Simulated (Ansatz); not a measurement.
# CH6BClFNSi: one species, many methods

An exercise on one series of results from a longer session: the logs are not shown, and one member is left open.

The runs use Ansatz 0.2.0, Gaussian basis; functionals in def2-TZVPP, the program's frozen cores in correlated methods.

Levels to be run: PBE-D4, r2SCAN-D4, PBE0-D4, B3LYP-D4, ωB97X-V, ωB97M-V, B2PLYP; CCSD(T)/def2-TZVPP; MP2/def2-QZVPP; extrapolation to the limit.

## The geometry

All runs share one geometry, relaxed beforehand with PBE0-D4 in a triple-zeta def2 set.

SMILES `BC(F)(Cl)[SiH2]N`, 12 atoms, charge 0, spin multiplicity 1.

Atoms are counted from 1 here; the program's logs count them from 0.

Bond lengths: B1–C2 1.556 Å, B1–H7 1.192 Å, B1–H8 1.193 Å, C2–F3 1.349 Å, C2–Cl4 1.912 Å, C2–Si5 1.911 Å, Si5–N6 1.703 Å, Si5–H9 1.482 Å, Si5–H10 1.484 Å, N6–H11 1.007 Å, N6–H12 1.007 Å. Angles: C2–B1–H7 118.2°, C2–B1–H8 118.5°, H7–B1–H8 122.5°, B1–C2–F3 118.2°, B1–C2–Cl4 73.8°, B1–C2–Si5 126.4°, F3–C2–Cl4 108.8°, F3–C2–Si5 112.0°, Cl4–C2–Si5 107.0°, C2–Si5–N6 114.3°, C2–Si5–H9 106.5°, C2–Si5–H10 104.5°, N6–Si5–H9 110.2°, N6–Si5–H10 109.2°, H9–Si5–H10 112.1°, Si5–N6–H11 120.4°, Si5–N6–H12 120.4°, H11–N6–H12 111.2°.

The first run:

Contents of in.yaml:

```yaml
crystal:
  periodic: [false, false, false]
  atoms:
    - {symbol: B, position_ang: [0.288706, -1.846364, 0.123473]}
    - {symbol: C, position_ang: [0.965220, -0.446413, 0.179724]}
    - {symbol: F, position_ang: [2.256396, -0.377716, 0.565898]}
    - {symbol: Cl, position_ang: [0.900865, -0.933516, -1.668181]}
    - {symbol: Si, position_ang: [0.076981, 1.237643, 0.344158]}
    - {symbol: N, position_ang: [-1.507012, 1.259516, -0.281961]}
    - {symbol: H, position_ang: [0.968490, -2.807982, 0.307351]}
    - {symbol: H, position_ang: [-0.902391, -1.901671, 0.085709]}
    - {symbol: H, position_ang: [0.920156, 2.229251, -0.363923]}
    - {symbol: H, position_ang: [0.026906, 1.490607, 1.805551]}
    - {symbol: H, position_ang: [-1.661398, 1.237573, -1.276900]}
    - {symbol: H, position_ang: [-2.256122, 0.803871, 0.213102]}
basis:
  gaussian: {orbitals: def2-TZVPP}
hamiltonian: {xc: pbe, dispersion: d4}
output: {forces: true, orbitals: {seedname: orbitals}}
```

Started as:

```bash
> ansatz run in.yaml --threads 2 --pin off --events-out ev --progress --plain --max-ram 20480MiB --backend cuda --devices 0, --max-vram 18GiB
```

Steps of the session up to this table: PBE-D4 (GGA); r2SCAN-D4 (meta-GGA); PBE0-D4 (hybrid); B3LYP-D4 (hybrid); ωB97X-V (range-separated); ωB97M-V (range-separated); B2PLYP (double hybrid); CCSD(T) in def2-TZVPP; MP2 in def2-QZVPP.

One table of the session follows, with a row left open; its other results are not shown here.

It belongs to the step «Atomisation energies». 

```
            method  atomisation energy (eV)
            PBE-D4                        ?
         r2SCAN-D4                   42.702
           PBE0-D4                   42.594
          B3LYP-D4                   42.534
           ωB97X-V                   42.726
           ωB97M-V                   42.776
            B2PLYP                   41.958
     HF/def2-TZVPP                   30.232
    MP2/def2-TZVPP                   41.979
   CCSD/def2-TZVPP                   40.402
CCSD(T)/def2-TZVPP                   41.138
           MP2/CBS                   43.228
       CCSD(T)/CBS                   42.387
```

**Question.** Estimate the row for PBE-D4.

**Answer.** atomisation energy (eV): 43.485. In the column «atomisation energy (eV)» it is the highest.
